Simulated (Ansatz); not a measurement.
# Cu3Rh: the cost of one run

Computed with Ansatz 0.2.0 (DFT r2SCAN, scalar-relativistic, plane waves, PAW, unless a step's input says otherwise).

## 1. Starting point

Symmetry: I4/mmm, No. 139, tetragonal system. The conventional cell has a = 3.675 Å, b = 3.675 Å, c = 7.201 Å, α = 90.00°, β = 90.00°, γ = 90.00°. Around Cu (site symmetry -4m2) lie 8 Cu at 2.57 to 2.60 Å and 4 Rh at 2.57 Å. Cu (site symmetry 4/mmm) has 8 Cu at 2.57 Å and 4 Rh at 2.60 Å as nearest neighbours. Rh (site symmetry 4/mmm) has 12 Cu at 2.57 to 2.60 Å as nearest neighbours.

As a file:

```
Cu Rh
1.0
     3.67477    0.00000    0.00000
     0.00000    3.67477    0.00000
    -1.83739   -1.83739    3.60063
Cu Rh
3 1
Direct
  0.25000 0.75000 0.50000
  0.75000 0.25000 0.50000
  0.50000 0.50000 0.00000
  0.00000 0.00000 0.00000
```

The structure comes from the Materials Project (structure only).

## 2. Self-consistent density

input.yaml

```yaml
crystal:
  lattice:
    - [3.6747744, 0.0, 0.0]
    - [0.0, 3.6747744, 0.0]
    - [-1.8373872, -1.8373872, 3.600628]
  atoms:
    - { symbol: Cu, position: [0.25, 0.75, 0.5] }
    - { symbol: Cu, position: [0.75, 0.25, 0.5] }
    - { symbol: Cu, position: [0.5, 0.5, 0.0] }
    - { symbol: Rh, position: [0.0, 0.0, 0.0] }
basis:
  ecutwfc: 500
  fft_grid_basis: typed
kpoints:
  mp_grid: { grid: [10, 10, 10] }
hamiltonian:
  xc: r2scan
  pseudopotentials: { kind: paw }
scf:
  occupations: { method: gaussian, width: 0.05 }
output:
  forces: true
  stress: true
  eigenvalues: true
  bader: true
  write_density: true
  volumetric_format: npy
  elf: true
```

The run is started by

```bash
> ansatz run input.yaml --threads 1 --pin off --max-ram 2560MiB --backend cpu --events-out ev --progress --plain --runs-dir out
```

**Question.** How long does this run take on 1 thread of Arm Neoverse N1, shared host, and how much memory does it need?

About 1.9 min, with a peak of 0.57 GiB.
